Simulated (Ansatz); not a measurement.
# KCl (Sylvite): the cost of one run

Computed with Ansatz 0.2.0 (DFT r²SCAN, scalar-relativistic, plane waves, PAW, unless a step's input says otherwise).

**1. The structure to begin with**

Symmetry: Fm-3m, No. 225, cubic system. The conventional cell has a = 6.292 Å, b = 6.292 Å, c = 6.292 Å, α = 90.00°, β = 90.00°, γ = 90.00°. K (site symmetry m-3m) has 6 Cl at 3.15 Å as nearest neighbours. Cl (site symmetry m-3m) has 6 K at 3.15 Å as nearest neighbours.

Structure file:

```cif
data_structure
_symmetry_space_group_name_H-M 'Fm-3m'
_symmetry_Int_Tables_number 225
_cell_length_a 6.2921
_cell_length_b 6.2921
_cell_length_c 6.2921
_cell_angle_alpha 90.000
_cell_angle_beta 90.000
_cell_angle_gamma 90.000
_cell_volume 249.11
loop_
_atom_site_label
_atom_site_type_symbol
_atom_site_symmetry_multiplicity
_atom_site_Wyckoff_symbol
_atom_site_fract_x
_atom_site_fract_y
_atom_site_fract_z
_atom_site_occupancy
K1 K 4 a 0.00000 0.00000 0.00000 1
Cl1 Cl 4 b 0.50000 0.00000 0.00000 1
```

This cell comes from an earlier session at r²SCAN: 31.139 Å³/atom at 0.01 GPa, on a 6×6×6 mesh.

**2. Volume × 0.96**

Input file input.yaml:

```yaml
crystal:
  lattice:
    - [0.0, 3.1035414181, 3.1035414181]
    - [3.1035414181, 0.0, 3.1035414181]
    - [3.1035414181, 3.1035414181, 0.0]
  atoms:
    - { symbol: K, position: [0.0, 0.0, 0.0] }
    - { symbol: Cl, position: [0.5, 0.5, 0.5] }
basis:
  ecutwfc: 500
  ecutrho_ratio: 4
kpoints:
  mp_grid: { grid: [6, 6, 6] }
hamiltonian:
  xc: r2scan
scf:
  occupations: { method: gaussian, width: 0.05 }
output:
  forces: true
  stress: true
  eigenvalues: true
```

Command:

```console
$ ansatz run input.yaml --threads 1 --pin off --max-ram 2560MiB --backend cpu --events-out ev --progress --plain --runs-dir out
```

What time and memory should one allow on 1 thread of AMD EPYC 9R45 (Zen 5), shared host?

About 1.5 s, with a peak of 0.52 GiB.
